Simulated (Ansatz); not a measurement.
# Sn: the cost of one run

Method: DFT r2SCAN, scalar-relativistic, plane waves, PAW, in Ansatz 0.2.0.

1 further run of the same task is left out (set aside as unsound or not needed).

## 1. The starting structure

Symmetry: I4_1/amd, No. 141, tetragonal system. Conventional cell: a = 5.886 Å, b = 5.886 Å, c = 3.184 Å, α = 90.00°, β = 90.00°, γ = 90.00°. Sn (site symmetry -4m2) has 6 Sn at 3.05 to 3.18 Å as nearest neighbours.

Structure file:

```xyz
2
Lattice="-2.9428 2.9428 1.5920 2.9428 -2.9428 1.5920 2.9428 2.9428 -1.5920" Properties=species:S:1:pos:R:3 pbc="T T T"
Sn    0.0000    0.0000    0.0000
Sn    0.0000    2.9428    0.7960
```

This cell was relaxed beforehand with the same method: volume 27.57 Å³/atom, gap on the mesh none (metal).

## 2. The bulk in the cell of the plane

File input.yaml:

```yaml
crystal:
  lattice:
    - [4.4558829926, 0.0, 0.0]
    - [0.5688236607, 4.41942676, 0.0]
    - [-1.1376473213, -1.0006054805, 2.8005345822]
  atoms:
    - { symbol: Sn, position: [0.0, 0.0, 0.0] }
    - { symbol: Sn, position: [0.5, 0.5, 0.25] }
basis:
  ecutwfc: 500
kpoints:
  mp_grid: { grid: [8, 8, 12] }
hamiltonian:
  xc: r2scan
scf:
  occupations: { method: gaussian, width: 0.1 }
output:
  forces: true
  stress: true
  eigenvalues: true
```

On the command line:

```console
$ ansatz run input.yaml --threads 2 --pin off --max-ram 5120MiB --backend cpu --events-out ev --progress --plain --runs-dir out
```

What time and memory should one allow on 2 threads of Intel Xeon Platinum 8488C (Sapphire Rapids), shared host?

About 8.1 s, with a peak of 0.67 GiB.
